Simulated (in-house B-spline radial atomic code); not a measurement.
**Xe⁵³⁺: excited configurations**

How much energy does it take to promote electrons of Xe⁵³⁺ to other shells? Each configuration is solved by itself and compared with the reference.

Method: Dirac-Hartree-Fock, average of configuration, Fermi nucleus, basis-set limit. Code: in-house B-spline radial atomic code version 1.

**1. The atom as given**

* element: xenon (Z = 54)
* charge: +53
* electrons: 1
* configuration: 1s1
* Hamiltonian: Dirac-Coulomb
* nucleus: Fermi, rms radius 4.786 fm

The run's settings:

```ini
Z = 54
electrons = 1.0
configuration = 1s1
hamiltonian = dirac
method = hf
spin_polarised = False
nucleus = fermi
rms_radius = 4.7859
mass_number = 132
atomic_mass = 131.90415508346
speed_of_light = 137.035999084
```

This reference run was done before. Its total energy is -1519.356463 hartree, and its levels are (the highest eight at most):

```csv
orbital,occupation,energy (eV),<r> (bohr)
1s1/2,1,-41343.8,0.02628
```

**2. 5s1**

The run's settings:

```ini
Z = 54
electrons = 1.0
configuration = 5s1
hamiltonian = dirac
method = hf
spin_polarised = False
nucleus = fermi
rms_radius = 4.7859
mass_number = 132
atomic_mass = 131.90415508346
speed_of_light = 137.035999084
```

**3. Configuration 5p1**

Settings: those of step 2 with these lines changed.

```diff
@@ -2,3 +2,3 @@
 electrons = 1.0
-configuration = 5s1
+configuration = 5p1
 hamiltonian = dirac
```

**4. 4d1**

Settings: those of step 3 with these lines changed.

```diff
@@ -2,3 +2,3 @@
 electrons = 1.0
-configuration = 5p1
+configuration = 4d1
 hamiltonian = dirac
```

**5. 3s1**

Settings: those of step 4 with these lines changed.

```diff
@@ -2,3 +2,3 @@
 electrons = 1.0
-configuration = 4d1
+configuration = 3s1
 hamiltonian = dirac
```

**6. Run with 4f1**

Settings: those of step 5 with these lines changed.

```diff
@@ -2,3 +2,3 @@
 electrons = 1.0
-configuration = 3s1
+configuration = 4f1
 hamiltonian = dirac
```

How far above the reference does each configuration lie (order and size, in eV)?

As calculated:

| net move | configuration | energy above the reference (eV) | with Breit, QED, recoil (eV) | largest <r> (bohr) |
| --- | --- | --- | --- | --- |
| 1s → 3s | 3s1 | 36750.6 | 36708.7 | 0.239 |
| 1s → 4d | 4d1 | 38843.4 | 38799.4 | 0.386 |
| 1s → 4f | 4f1 | 38854.6 | 38810.6 | 0.332 |
| 1s → 5s | 5s1 | 39712.1 | 39668.5 | 0.674 |
| 1s → 5p | 5p1 | 39730.2 | 39686.2 | 0.667 |

Quantum defects of the promoted electron, δ = n − ζ/√(−2ε) with ζ = 54 and ε its orbital energy in hartree:

| promotion | δ |
| --- | --- |
| 1s → 3s | 0.061 |
| 1s → 4d | 0.017 |
| 1s → 4f | 0.008 |
| 1s → 5s | 0.069 |
| 1s → 5p | 0.041 |

**Reading.** The lowest of them is 1s → 3s at 36750.6 eV and the highest 1s → 5p at 39730.2 eV. Of those tabulated, the defect is largest for 5s (0.07) and least for 4f (0.01); at this charge much of the defect is relativistic. These are averages over configurations, without correlation, not spectroscopic levels.
